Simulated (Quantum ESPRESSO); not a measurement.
# WS (Pm-3m) in Quantum ESPRESSO: a series of runs, part 2 of 4

Quantum ESPRESSO 7.5. Earlier steps stand in the parts before.

## Step 3: Phonons, PBE

pw.in reads:

```
&CONTROL
  calculation = 'scf'
  prefix = 'pwscf'
  outdir = './tmp'
  pseudo_dir = './pseudo'
  tprnfor = .true.
  tstress = .true.
  disk_io = 'low'
/
&SYSTEM
  ibrav = 0
  A = 3.44484848
  nat = 2
  ntyp = 2
  ecutwfc = 56
  ecutrho = 448
  nbnd = 16
  occupations = 'smearing'
  smearing = 'fd'
  degauss = 0.00367493
/
&ELECTRONS
  conv_thr = 4d-10
  electron_maxstep = 120
  mixing_beta = 0.5
/
ATOMIC_SPECIES
W    183.8400 w_pbe_v1.2.uspp.F.UPF
S     32.0600 s_pbe_v1.4.uspp.F.UPF
CELL_PARAMETERS alat
   1.0000000000    0.0000000000    0.0000000000
   0.0000000000    1.0000000000    0.0000000000
   0.0000000000    0.0000000000    1.0000000000
ATOMIC_POSITIONS alat
W      0.5000000000    0.5000000000    0.5000000000
S      0.0000000000    0.0000000000    0.0000000000
K_POINTS automatic
6 6 6 1 1 1
```

relax.in reads:

```
&CONTROL
  calculation = 'vc-relax'
  prefix = 'pwscf'
  outdir = './tmp'
  pseudo_dir = './pseudo'
  tprnfor = .true.
  tstress = .true.
  disk_io = 'low'
  nstep = 40
  forc_conv_thr = 0.0001
  etot_conv_thr = 1d-06
/
&SYSTEM
  ibrav = 0
  A = 3.44484848
  nat = 2
  ntyp = 2
  ecutwfc = 56
  ecutrho = 448
  nbnd = 16
  occupations = 'smearing'
  smearing = 'fd'
  degauss = 0.00367493
/
&ELECTRONS
  conv_thr = 4d-10
  electron_maxstep = 120
  mixing_beta = 0.5
/
&IONS
  ion_dynamics = 'bfgs'
/
&CELL
  cell_dynamics = 'bfgs'
  press = 0
  press_conv_thr = 0.2
/
ATOMIC_SPECIES
W    183.8400 w_pbe_v1.2.uspp.F.UPF
S     32.0600 s_pbe_v1.4.uspp.F.UPF
CELL_PARAMETERS alat
   1.0000000000    0.0000000000    0.0000000000
   0.0000000000    1.0000000000    0.0000000000
   0.0000000000    0.0000000000    1.0000000000
ATOMIC_POSITIONS alat
W      0.5000000000    0.5000000000    0.5000000000
S      0.0000000000    0.0000000000    0.0000000000
K_POINTS automatic
6 6 6 1 1 1
```

scf2.in reads:

```
&CONTROL
  calculation = 'scf'
  prefix = 'pwscf'
  outdir = './tmp'
  pseudo_dir = './pseudo'
  tprnfor = .true.
  tstress = .true.
  disk_io = 'low'
/
&SYSTEM
  ibrav = 0
  A = 3.01008415
  nat = 2
  ntyp = 2
  ecutwfc = 56
  ecutrho = 448
  nbnd = 16
  occupations = 'smearing'
  smearing = 'fd'
  degauss = 0.00367493
/
&ELECTRONS
  conv_thr = 1d-13
  electron_maxstep = 120
  mixing_beta = 0.5
  startingpot = 'file'
  startingwfc = 'file'
/
ATOMIC_SPECIES
W    183.8400 w_pbe_v1.2.uspp.F.UPF
S     32.0600 s_pbe_v1.4.uspp.F.UPF
CELL_PARAMETERS alat
   1.0000000016    0.0000000000    0.0000000000
   0.0000000000    1.0000000016    0.0000000000
   0.0000000000    0.0000000000    1.0000000016
ATOMIC_POSITIONS alat
W      0.5000000008    0.5000000008    0.5000000008
S      0.0000000000    0.0000000000    0.0000000000
K_POINTS automatic
6 6 6 1 1 1
```

ph.in reads:

```
phonons of WS
&INPUTPH
  prefix = 'pwscf'
  outdir = './tmp'
  tr2_ph = 1d-18
  fildyn = 'dyn'
  niter_ph = 90
  alpha_mix(1) = 0.4
/
0.0000000000 0.0000000000 0.0000000000
```

dynmat.in reads:

```
&INPUT
  fildyn = 'dyn'
  asr = 'crystal'
  filout = 'dynmat.disp'
  fileig = 'dynmat.eig'
/
```

Potentials or basis: GBRV 1.5 PBE.

Run with:

```console
OMP_NUM_THREADS=1 pw.x -in pw.in > pw.out
OMP_NUM_THREADS=1 pw.x -in relax.in > relax.out
OMP_NUM_THREADS=1 pw.x -in scf2.in > scf2.out
OMP_NUM_THREADS=1 ph.x -in ph.in > ph.out
OMP_NUM_THREADS=1 dynmat.x -in dynmat.in > dynmat.out
```

pw.out:

```text
This program is part of the open-source Quantum ESPRESSO suite
     for quantum simulation of materials; please cite
[... 9 lines left out ...]
     --------------------
     sticks:   dense  smooth     PW     G-vecs:    dense   smooth      PW
     Sum        1489     749    221                43867    15515    2517

     Using Slab Decomposition

     bravais-lattice index     =            0
     lattice parameter (alat)  =       6.5098  a.u.
     unit-cell volume          =     275.8716 (a.u.)^3
     number of atoms/cell      =            2
     number of atomic types    =            2
     number of electrons       =        20.00
     number of Kohn-Sham states=           16
     kinetic-energy cutoff     =      56.0000  Ry
     charge density cutoff     =     448.0000  Ry
     scf convergence threshold =      4.0E-10
     mixing beta               =       0.5000
     number of iterations used =            8  plain     mixing
     Exchange-correlation=  SLA  PW   PBX  PBC
[... 163 lines left out ...]
   -62.8336 -26.8830 -26.8825 -26.8825  -2.2814   8.4918   8.8714   8.8714
    10.4616  10.4616  12.0787  12.7701  12.7701  13.5364  20.4549  20.4549
[... 43 lines left out ...]
   -62.8278 -26.9378 -26.9374 -26.9374  -0.5136   6.4921   6.4921   6.7445
    12.4586  12.8811  12.8811  14.4756  14.4756  15.3170  16.0982  16.0982

     the Fermi energy is    12.0711 ev

!    total energy              =    -183.04049450 Ry
     estimated scf accuracy    <          2.0E-10 Ry
     smearing contrib. (-TS)   =      -0.00140339 Ry
     internal energy E=F+TS    =    -183.03909110 Ry

     The total energy is F=E-TS. E is the sum of the following terms:
     one-electron contribution =     -37.88758175 Ry
     hartree contribution      =      25.84765508 Ry
     xc contribution           =     -49.18654323 Ry
     ewald contribution        =    -121.81262120 Ry

     convergence has been achieved in   8 iterations

     negative rho (up, down):  6.808E-02 0.000E+00

     Forces acting on atoms (cartesian axes, Ry/au):

     atom    1 type  1   force =     0.00000000    0.00000000    0.00000000
     atom    2 type  2   force =     0.00000000    0.00000000    0.00000000

     Total force =     0.000000     Total SCF correction =     0.000000

     Computing stress (Cartesian axis) and pressure

     negative rho (up, down):  6.808E-02 0.000E+00
          total   stress  (Ry/bohr**3)                   (kbar)     P=     -358.18
  -0.00243488   0.00000000   0.00000000         -358.18        0.00        0.00
   0.00000000  -0.00243488   0.00000000            0.00     -358.18        0.00
   0.00000000   0.00000000  -0.00243488            0.00        0.00     -358.18

=------------------------------------------------------------------------------=
   JOB DONE.
=------------------------------------------------------------------------------=
```

relax.out:

```text
This program is part of the open-source Quantum ESPRESSO suite
     for quantum simulation of materials; please cite
[... 9 lines left out ...]
     --------------------
     sticks:   dense  smooth     PW     G-vecs:    dense   smooth      PW
     Sum        1489     749    221                43867    15515    2517
[... 481 lines left out ...]
   0.00000859   0.00000000   0.00000000            1.26        0.00        0.00
   0.00000000   0.00000859   0.00000000            0.00        1.26        0.00
   0.00000000   0.00000000   0.00000859            0.00        0.00        1.26

=------------------------------------------------------------------------------=
   JOB DONE.
=------------------------------------------------------------------------------=
```

Wall time 2.2 min (1 thread of AMD EPYC 9R45 (Zen 5), shared host); peak memory 0.35 GiB.

What came out:

```yaml
Free_energy: -2492.6972 eV
Relaxed_volume: 13.64 Å³/atom
Relaxed_cell: a = 3.010 Å, b = 3.010 Å, c = 3.010 Å, α = 90.00°, β = 90.00°, γ = 90.00°
Space_group_after_relaxing_to_0.05_Å: Pm-3m (No. 221)
Pressure_after_relaxing: 0.1 GPa
Band_gap_on_the_k_mesh: none (metal or under the smearing width)
Highest_phonon_frequency_at_Γ: 195 cm⁻¹
```

Step by step:
| step | energy change (eV) | largest force (eV/Å) | pressure (GPa) | volume (Å³) |
| --- | --- | --- | --- | --- |
| 1 | 0.0000 | 0.0000 | -35.82 | 40.88 |
| 2 | -1.5220 | 0.0000 | -30.99 | 33.86 |
| 3 | -2.1267 | 0.0000 | 27.11 | 24.91 |
| 4 | -2.2765 | 0.0000 | -9.00 | 28.42 |
| 5 | -2.3090 | 0.0000 | -1.58 | 27.45 |
| 6 | -2.3099 | 0.0000 | 0.13 | 27.26 |
| 7 | -2.3099 | 0.0000 | 0.00 | 27.27 |

Final structure:
```
W S
1.0
     3.01008    0.00000    0.00000
     0.00000    3.01008    0.00000
     0.00000    0.00000    3.01008
W S
1 1
Direct
  0.50000 0.50000 0.50000
  0.00000 0.00000 0.00000
```

Phonon frequencies in cm⁻¹ (negative: imaginary):
```tsv
q point	frequencies
(0.000, 0.000, 0.000)	2 2 2 195 195 195
```

Optical modes at Γ, degenerate ones joined:
```csv
cm⁻¹,components,symmetry,active in
195,3,T1u,IR
```

Caveat: the k mesh is coarse; the mesh is thin for the phonons of a metal; the volume moved by over 15 % at a fixed basis, so the end points are rough. The run has no spin-orbit coupling, so splittings on W are missing.

(Continued in part 3 of 4.)
